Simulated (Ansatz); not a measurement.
# Si₂H₅O₃ radical: one species, many methods

An exercise on one series of results from a longer session: the logs are not shown, and one member is left open.

The runs use Ansatz 0.2.0, Gaussian basis; functionals in def2-TZVPP, the program's frozen cores in correlated methods.

Plan: PBE-D4, r2SCAN-D4, PBE0-D4, B3LYP-D4, ωB97X-V, ωB97M-V, B2PLYP; CCSD(T)/def2-TZVPP; MP2/def2-QZVPP; extrapolation to the limit.

### The relaxed structure

The geometry comes from an earlier relaxation with PBE0-D4 in a triple-zeta def2 set; it is a stationary point, not always the lowest conformer.

SMILES `O[SiH]O[SiH2]O`, 10 atoms, charge 0, spin multiplicity 2.

Atoms are counted from 1 here; the program's logs count them from 0.

Bond lengths: O1–Si2 1.642 Å, O1–H6 0.964 Å, Si2–O3 1.652 Å, Si2–H7 1.493 Å, O3–Si4 1.625 Å, Si4–O5 1.655 Å, Si4–H8 1.485 Å, Si4–H9 1.480 Å, O5–H10 0.958 Å. Angles: Si2–O1–H6 114.7°, O1–Si2–O3 110.0°, O1–Si2–H7 106.8°, O3–Si2–H7 107.9°, Si2–O3–Si4 136.1°, O3–Si4–O5 106.2°, O3–Si4–H8 111.0°, O3–Si4–H9 108.7°, O5–Si4–H8 109.3°, O5–Si4–H9 110.8°, H8–Si4–H9 110.7°, Si4–O5–H10 118.3°.

Set-up of the first run:

The input, in.yaml:

```yaml
crystal:
  periodic: [false, false, false]
  atoms:
    - {symbol: O, position_ang: [-1.743816, -0.914276, 0.952672]}
    - {symbol: Si, position_ang: [-1.085247, -1.504196, -0.430859]}
    - {symbol: O, position_ang: [0.405200, -0.834302, -0.676399]}
    - {symbol: Si, position_ang: [1.103025, 0.606107, -0.395561]}
    - {symbol: O, position_ang: [0.037877, 1.461429, 0.538818]}
    - {symbol: H, position_ang: [-1.558911, 0.016835, 1.121065]}
    - {symbol: H, position_ang: [-0.901776, -2.972394, -0.228966]}
    - {symbol: H, position_ang: [1.340383, 1.340016, -1.664370]}
    - {symbol: H, position_ang: [2.376264, 0.385201, 0.326729]}
    - {symbol: H, position_ang: [0.026990, 2.415590, 0.456871]}
basis:
  gaussian: {orbitals: def2-TZVPP}
magnetization: {spin_polarized: true, initial_magnetization: 1}
hamiltonian: {xc: pbe, dispersion: d4}
output: {forces: true, orbitals: {seedname: orbitals}}
```

Launch:

```
ansatz run in.yaml --threads 2 --pin off --events-out ev --progress --plain --max-ram 32768MiB --backend cpu
```

Among the steps run: PBE-D4 (GGA); r2SCAN-D4 (meta-GGA); PBE0-D4 (hybrid); B3LYP-D4 (hybrid); ωB97X-V (range-separated); ωB97M-V (range-separated); B2PLYP (double hybrid); CCSD(T) in def2-TZVPP; MP2 in def2-QZVPP.

One table of the session follows, with a row left open; its other results are not shown here.

| method | atomisation energy (eV) |
| --- | --- |
| PBE-D4 | 38.596 |
| r2SCAN-D4 | 38.551 |
| PBE0-D4 | ? |
| B3LYP-D4 | 38.254 |
| ωB97X-V | 38.531 |
| ωB97M-V | 38.470 |
| B2PLYP | 37.967 |
| HF/def2-TZVPP | 27.595 |
| MP2/def2-TZVPP | 38.387 |
| CCSD/def2-TZVPP | 36.826 |
| CCSD(T)/def2-TZVPP | 37.380 |
| MP2/CBS | 39.657 |
| CCSD(T)/CBS | 38.649 |

Estimate the missing values for PBE0-D4.

As computed: atomisation energy (eV): 37.795. In the column «atomisation energy (eV)» it lies between CCSD(T)/def2-TZVPP (37.380) and B2PLYP (37.967).
